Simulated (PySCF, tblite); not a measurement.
**C₇H₇F₃S: geometry, infrared bands and NMR shifts**

Wanted: the infrared bands and NMR shifts of C₇H₇F₃S (`Cc1csc(CC(F)(F)F)c1`), by calculation.

Programs: tblite 0.8.0 and PySCF 2.14.0, with density-fitted response routines of our own. Each step states its level of theory. These are calculated values for one molecule in the gas phase, unless marked as measured. Atoms count from 0, in the outputs and in this text.

## 1. The molecule as given

18 atoms, charge 0, multiplicity 1; geometry from: force field or distance geometry start.

Bonds of the start (Å): C0–C1 1.48, C1–C2 1.38, C2–S3 1.70, S3–C4 1.71, C4–C5 1.50, C5–C6 1.52, C6–F7 1.36, C6–F8 1.34, C6–F9 1.35, C4–C10 1.39, C10–C1 1.44, C0–H11 1.10, C0–H12 1.11, C0–H13 1.10, C2–H14 1.10, C5–H15 1.10, C5–H16 1.11, C10–H17 1.09.

## 2. Geometry optimisation with GFN2-xTB

What the job is given:

```
{"job": {"kind": "relax", "xc": "GFN2-xTB", "basis": "xTB"}, "charge": 0, "multiplicity": 1}
C     -3.011000    -0.329800    -0.380600
C     -1.707700     0.191700     0.084900
C     -1.480700     1.444900     0.618600
S      0.137300     1.724500     1.047100
C      0.597000     0.148200     0.555800
C      2.021100    -0.298300     0.669100
C      2.809900    -0.150700    -0.623700
F      4.087300    -0.583200    -0.436200
F      2.886600     1.124200    -1.037500
F      2.272400    -0.895300    -1.613600
C     -0.483900    -0.561900     0.058700
H     -3.121000    -1.400400    -0.169100
H     -3.852700     0.190400     0.127500
H     -3.112300    -0.175600    -1.462000
H     -2.221900     2.243400     0.762300
H      2.037700    -1.349100     0.992600
H      2.537600     0.263700     1.469200
H     -0.404500    -1.580500    -0.314500
```

Started as:

```sh
$ OMP_NUM_THREADS=1 python probes_run.py task.json out
```

This one command runs all jobs of the session in turn.

**Question.** This job is followed by: GFN2-xTB harmonic vibrations, gas phase; GIAO PBE0/pcSseg-1 NMR shielding, non-relativistic, gas phase. What will the session give for the following? strongest single infrared mode (GFN2-xTB); zero-point energy (GFN2-xTB); ¹³C shifts against TMS (PBE0/pcSseg-1); ¹H shifts against TMS (PBE0/pcSseg-1, means over atoms taken as alike); ³³S shifts against CS2 (PBE0/pcSseg-1); ¹⁹F shifts against CFCl3 (PBE0/pcSseg-1, means over atoms taken as alike).

**Answer**, as computed:

| quantity | value |
| --- | --- |
| strongest single infrared mode (GFN2-xTB) | 1056 cm⁻¹, 317 km/mol |
| zero-point energy (GFN2-xTB) | 77.6 kcal/mol |
| ¹³C shifts against TMS (PBE0/pcSseg-1) | 143.6, 142.1, 136.1, 134.2, 129.3, 39.1, 18.4 ppm |
| ¹H shifts against TMS (PBE0/pcSseg-1, means over atoms taken as alike) | 7.15, 6.73, 3.40, 2.49 ppm |
| ³³S shifts against CS2 (PBE0/pcSseg-1) | 236 ppm |
| ¹⁹F shifts against CFCl3 (PBE0/pcSseg-1, means over atoms taken as alike) | -84.5 ppm |

The optimisation took 79 steps and gained 0.130 eV; among the close pairs (by a distance rule), C2–H14 changed most, from 1.099 to 1.072 Å. No mode is imaginary among the 48: a minimum at this level. The strongest single mode, at 1056 cm⁻¹, moves mainly C6. GFN2-xTB is a fitted tight-binding method: band positions and strengths are rough. Its intensities can rank the bands wrongly. At PBE0/pcSseg-1: The largest span, 238 ppm, is at S3, where the paramagnetic term is -790 ppm. NICS(1)zz of -24 ppm above the planar ring from C1 marks a diatropic (aromatic) ring current.
